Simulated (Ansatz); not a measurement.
# Li2B: the cost of one run

Program: Ansatz 0.2.0. Level of theory: DFT PBE, scalar-relativistic, plane waves, PAW. These are calculated values, not measurements.

## (1) The starting structure

Symmetry: C2/m, No. 12, monoclinic system. Conventional cell: a = 4.372 Å, b = 2.928 Å, c = 4.402 Å, α = 90.00°, β = 96.98°, γ = 90.00°. Around Li (site symmetry m) lie 3 B at 1.74 to 2.06 Å. B (site symmetry 2/m) is surrounded by 6 Li at 1.74 to 2.06 Å.

Coordinates:

```
CELL_PARAMETERS angstrom
2.18602 -1.46379 0.00000
2.18602 1.46379 0.00000
-0.53527 0.00000 4.36901
ATOMIC_POSITIONS crystal
Li 0.23364 0.23364 0.26256
Li 0.76636 0.76636 0.73744
B 0.50000 0.50000 0.00000
```

A structure generator made this guess: species swapped into a database cell of Ta2H (C2/m, No. 12), with Li on the Ta sites and B on the H sites. Its size is a rough estimate.

## (2) The guess as it stands, on a coarse mesh

The input, input.yaml:

```yaml
crystal:
  lattice:
    - [2.18601935, -1.46379459, 0.0]
    - [2.18601935, 1.46379459, 0.0]
    - [-0.53527422, 0.0, 4.36900677]
  atoms:
    - { symbol: Li, position: [0.23364374, 0.23364374, 0.26256263] }
    - { symbol: Li, position: [0.76635626, 0.76635626, 0.73743737] }
    - { symbol: B, position: [0.5, 0.5, 0.0] }
basis:
  ecutwfc: 420
kpoints:
  mp_grid: { grid: [8, 8, 4] }
hamiltonian:
  xc: pbe
scf:
  occupations: { method: gaussian, width: 0.1 }
  lower_state_search: "off"
output:
  forces: true
  stress: true
  eigenvalues: true
```

Started as:

```bash
$ ansatz run input.yaml --threads 1 --pin off --max-ram 2560MiB --backend cpu --events-out ev --progress --plain --runs-dir out
```

**Question.** How long does this run take on 1 thread of Arm Neoverse V1, shared host, and how much memory does it need?

About 1.4 s, with a peak of 0.28 GiB.
